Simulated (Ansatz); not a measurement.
**ClH₅OSi₂: a rigid scan of the dihedral angle H5–Si1–O2–Si3**

Aim: the energy along the dihedral angle H5–Si1–O2–Si3, from CCSD(T) and from cheaper methods, relative to the minimum. No other atom is relaxed.

Method: single points in def2-TZVPP; program: Ansatz 0.2.0, Gaussian basis.

Levels: PBE-D4, r2SCAN-D4, PBE0-D4, B3LYP-D4, wB97M-V, Hartree-Fock, MP2, CCSD, CCSD(T). The scan takes 60.7, 74.0, 87.4, 100.7, 114.0, 127.4, 140.7, 154.0, 167.4°.

Correlated methods freeze the cores. B3LYP uses VWN-RPA correlation.

27 further runs of the same task are left out: 27 set aside as unsound or not needed.

### Step 1. Where the work starts

9 atoms, charge 0, spin multiplicity 1.

Atoms are counted from 1 here; the program's logs count them from 0.

Bond lengths: Si1–O2 1.607 Å, Si1–H5 1.527 Å, Si1–H6 1.460 Å, Si1–H7 1.510 Å, O2–Si3 1.666 Å, Si3–Cl4 2.094 Å, Si3–H8 1.424 Å, Si3–H9 1.424 Å. Angles: O2–Si1–H5 109.7°, O2–Si1–H6 114.5°, O2–Si1–H7 109.6°, H5–Si1–H6 109.3°, H5–Si1–H7 105.8°, H6–Si1–H7 107.6°, Si1–O2–Si3 138.9°, O2–Si3–Cl4 103.0°, O2–Si3–H8 109.8°, O2–Si3–H9 109.9°, Cl4–Si3–H8 110.3°, Cl4–Si3–H9 108.7°, H8–Si3–H9 114.5°.

As a file:

```xyz
9
charge 0, multiplicity 1
Si    0.4780    1.4412    0.3020
O     0.4911   -0.1650    0.2467
Si   -0.4694   -1.4107   -0.3029
Cl    0.6589   -3.1140    0.1543
H     0.3350    2.0028   -1.1109
H     1.6492    2.0350    0.9401
H    -0.7423    1.9130    1.0563
H    -1.6996   -1.4243    0.4146
H    -0.6124   -1.3243   -1.7172
```

### Step 2. A first relaxation in a small basis

Input file pre/in.yaml:

```yaml
crystal:
  periodic: [false, false, false]
  atoms:
    - {symbol: Si, position_ang: [0.478000, 1.441200, 0.302000]}
    - {symbol: O, position_ang: [0.491100, -0.165000, 0.246700]}
    - {symbol: Si, position_ang: [-0.469400, -1.410700, -0.302900]}
    - {symbol: Cl, position_ang: [0.658900, -3.114000, 0.154300]}
    - {symbol: H, position_ang: [0.335000, 2.002800, -1.110900]}
    - {symbol: H, position_ang: [1.649200, 2.035000, 0.940100]}
    - {symbol: H, position_ang: [-0.742300, 1.913000, 1.056300]}
    - {symbol: H, position_ang: [-1.699600, -1.424300, 0.414600]}
    - {symbol: H, position_ang: [-0.612400, -1.324300, -1.717200]}
basis:
  gaussian: {orbitals: def2-SVP}
hamiltonian: {xc: pbe, dispersion: d4}
relax: {f_tol: 0.03, max_steps: 250}
```

No record of the launch command was kept for these runs.

After this run come: Finding the minimum; Reference energies at the minimum; H5–Si1–O2–Si3 = 60.7°; H5–Si1–O2–Si3 = 74.0°; H5–Si1–O2–Si3 = 87.4°; H5–Si1–O2–Si3 = 100.7°; H5–Si1–O2–Si3 = 114.0°; H5–Si1–O2–Si3 = 127.4°; H5–Si1–O2–Si3 = 140.7°; H5–Si1–O2–Si3 = 154.0°; H5–Si1–O2–Si3 = 167.4°.

Before running it: what results should come out? Wanted: highest point, CCSD(T); lowest point, CCSD(T); RMS deviation from CCSD(T); largest T1 diagnostic.

As calculated:

```
                  quantity                                                                                       value
    highest point, CCSD(T)                                                                            9 meV at 114.0 °
     lowest point, CCSD(T)                                                                             0 meV at 56.2 °
RMS deviation from CCSD(T)  PBE-D4 1, r2SCAN-D4 1, PBE0-D4 1, B3LYP-D4 0, wB97M-V 1, Hartree-Fock 2, MP2 0, CCSD 0 meV
     largest T1 diagnostic                                                                                       0.010
```

In words: Over the points sampled the torsion costs at most 9 meV, so the group turns almost freely at room temperature. A rigid scan overstates barriers, since nothing else may give way. MP2 follows the CCSD(T) curve best and Hartree-Fock worst.
